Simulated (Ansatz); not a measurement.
# H14Si9: the cost of one run

Computed with Ansatz 0.2.0 (DFT PBE, Gaussian basis def2-SVP, unless a step's input says otherwise).

## 1. The system as given

Bond lengths (14 of 25 bonds, heavy atoms first): Si1–Si2 2.320 Å, Si1–Si3 2.343 Å, Si1–Si4 2.343 Å, Si2–Si5 2.343 Å, Si2–Si6 2.343 Å, Si3–Si7 2.352 Å, Si5–Si7 2.352 Å, Si4–Si8 2.352 Å, Si6–Si8 2.352 Å, Si7–Si9 2.352 Å, Si8–Si9 2.352 Å, Si3–H10 1.490 Å, Si3–H11 1.490 Å, Si4–H12 1.490 Å. Angles (14 of 54 angles, heavy atoms first): Si1–Si2–Si5 108.9°, Si1–Si2–Si6 108.9°, Si5–Si2–Si6 110.0°, Si2–Si1–Si3 108.9°, Si2–Si1–Si4 108.9°, Si3–Si1–Si4 110.0°, Si1–Si3–Si7 90.5°, Si1–Si4–Si8 90.5°, Si2–Si5–Si7 90.5°, Si2–Si6–Si8 90.5°, Si3–Si7–Si5 109.5°, Si3–Si7–Si9 109.5°, Si5–Si7–Si9 109.5°, Si4–Si8–Si6 109.5°.

Structure file:

```xyz
23

Si    0.7600    0.0000   -0.2500
Si    3.0803    0.0000   -0.2500
Si    0.0000    1.9201   -1.3578
Si    0.0000   -1.9201   -1.3578
Si    3.8403    1.9201   -1.3578
Si    3.8403   -1.9201   -1.3578
Si    1.9201    1.9201   -2.7155
Si    1.9201   -1.9201   -2.7155
Si    1.9201    0.0000   -4.0732
H     0.0000    3.1367   -0.4975
H    -1.2166    1.9201   -2.2180
H     0.0000   -3.1367   -0.4975
H    -1.2166   -1.9201   -2.2180
H     3.8403    3.1367   -0.4975
H     5.0569    1.9201   -2.2180
H     3.8403   -3.1367   -0.4975
H     5.0569   -1.9201   -2.2180
H     1.9201    3.1367   -3.5758
H     1.9201   -3.1367   -3.5758
H     0.7036    0.0000   -4.9335
H     3.1367    0.0000   -4.9335
H     0.2400    0.0000    1.1400
H     3.6003    0.0000    1.1400
```

## 2. Relaxing the atoms: H14Si9

input.yaml

```yaml
crystal:
  periodic: [false, false, false]
  atoms:
    - { symbol: Si, position_ang: [0.76, 0.0, -0.25] }
    - { symbol: Si, position_ang: [3.080297, 0.0, -0.25] }
    - { symbol: Si, position_ang: [0.0, 1.920148, -1.35775] }
    - { symbol: Si, position_ang: [0.0, -1.920148, -1.35775] }
    - { symbol: Si, position_ang: [3.840297, 1.920148, -1.35775] }
    - { symbol: Si, position_ang: [3.840297, -1.920148, -1.35775] }
    - { symbol: Si, position_ang: [1.920148, 1.920148, -2.7155] }
    - { symbol: Si, position_ang: [1.920148, -1.920148, -2.7155] }
    - { symbol: Si, position_ang: [1.920148, 0.0, -4.07325] }
    - { symbol: H, position_ang: [0.0, 3.136728, -0.497498] }
    - { symbol: H, position_ang: [-1.21658, 1.920148, -2.218002] }
    - { symbol: H, position_ang: [0.0, -3.136728, -0.497498] }
    - { symbol: H, position_ang: [-1.21658, -1.920148, -2.218002] }
    - { symbol: H, position_ang: [3.840297, 3.136728, -0.497498] }
    - { symbol: H, position_ang: [5.056877, 1.920148, -2.218002] }
    - { symbol: H, position_ang: [3.840297, -3.136728, -0.497498] }
    - { symbol: H, position_ang: [5.056877, -1.920148, -2.218002] }
    - { symbol: H, position_ang: [1.920148, 3.136728, -3.575752] }
    - { symbol: H, position_ang: [1.920148, -3.136728, -3.575752] }
    - { symbol: H, position_ang: [0.703569, 0.0, -4.933502] }
    - { symbol: H, position_ang: [3.136728, 0.0, -4.933502] }
    - { symbol: H, position_ang: [0.24, 0.0, 1.14] }
    - { symbol: H, position_ang: [3.600297, 0.0, 1.14] }
basis:
  gaussian: { orbitals: def2-SVP }
hamiltonian:
  xc: pbe
relax:
  f_tol: 0.01
output:
  orbitals: {}
```

The run is started by

```bash
$ ansatz run input.yaml --threads 4 --pin off --max-ram 10240MiB --backend cpu --events-out ev --progress --plain --runs-dir out
```

What time and memory should one allow on 4 threads of Intel Xeon Platinum 8259CL at 2.50GHz (Skylake/Cascade Lake), shared host?

About 44 s, with a peak of 0.53 GiB.
